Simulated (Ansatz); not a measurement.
# H5NSn (SMILES [NH2][SnH3]) at RPBEx+VWN5c/def2-TZVP (density fitting with def2-universal-jkfit, core potential, accuracy low)

Aim: a structure relaxation of H5NSn. 

Program for the calculation: Ansatz 0.2.0.

### Step 1. The structure to begin with

H5NSn has 7 atoms, charge 0, and is taken as a singlet. As SMILES, `[NH2][SnH3]`. The shape is that of a PBE0-D4/def2-TZVP optimisation. The run starts from this shape.

Bond lengths: N1–Sn2 2.032 Å, N1–H3 1.012 Å, N1–H4 1.012 Å, Sn2–H5 1.704 Å, Sn2–H6 1.704 Å, Sn2–H7 1.717 Å. Angles: N1–Sn2–H5 105.9°, N1–Sn2–H6 105.9°, N1–Sn2–H7 113.4°, Sn2–N1–H3 112.9°, Sn2–N1–H4 112.9°, H5–Sn2–H6 112.1°, H5–Sn2–H7 109.7°, H6–Sn2–H7 109.7°, H3–N1–H4 107.1°.

### Step 2. A structure relaxation at RPBEx+VWN5c/def2-TZVP (density fitting with def2-universal-jkfit, core potential, accuracy low)

The input, molecule.yaml:

```yaml
crystal:
  periodic: [false, false, false]
  atoms:
    - {symbol: N, position_ang: [-0.499600, -1.183300, 0.116600]}
    - {symbol: Sn, position_ang: [0.136800, 0.730400, -0.135600]}
    - {symbol: H, position_ang: [-0.001800, -1.844500, -0.466500]}
    - {symbol: H, position_ang: [-0.413700, -1.504900, 1.072700]}
    - {symbol: H, position_ang: [-0.115800, 1.092800, -1.781700]}
    - {symbol: H, position_ang: [-0.836300, 1.684400, 0.888000]}
    - {symbol: H, position_ang: [1.791700, 0.957100, 0.260900]}
basis:
  gaussian: {orbitals: def2-TZVP, fitting: {mean_field: def2-universal-jkfit}}
hamiltonian:
  xc:
    text: |
      exchange = rpbe_x
      correlation = vwn5_c
accuracy: low
relax: {max_steps: 60}
output: {orbitals: {seedname: orbitals}}
```

The run is started by

```console
$ ansatz run molecule.yaml --threads 1 --pin off --max-ram 2610MiB --events-out events.jsonl --progress --plain --runs-dir runs
```

What values should one expect? Wanted: total energy at the end; dipole moment; HOMO energy; LUMO energy; HOMO–LUMO gap.

**Answer.** As computed:

Level: RPBEx+VWN5c/def2-TZVP (density fitting with def2-universal-jkfit, core potential, accuracy low).

```
               quantity          value
total energy at the end  -272.99615 Eh
          dipole moment         1.17 D
            HOMO energy       -6.17 eV
            LUMO energy       -1.54 eV
          HOMO–LUMO gap        4.63 eV
```

What this shows: At the final geometry: Bond lengths: N1–Sn2 2.105 Å, N1–H3 1.022 Å, N1–H4 1.022 Å, Sn2–H5 1.730 Å, Sn2–H6 1.730 Å, Sn2–H7 1.745 Å. Angles: N1–Sn2–H5 105.5°, N1–Sn2–H6 105.5°, N1–Sn2–H7 114.5°, Sn2–N1–H3 110.5°, Sn2–N1–H4 110.5°, H5–Sn2–H6 111.9°, H5–Sn2–H7 109.7°, H6–Sn2–H7 109.7°, H3–N1–H4 105.6°. The optimisation took 5 steps and changed the energy by -0.054 eV. Mulliken charges run from -0.69 on N1 to +0.67 on Sn2; they depend strongly on the basis. The accuracy setting is loose, so the last digits carry no meaning.
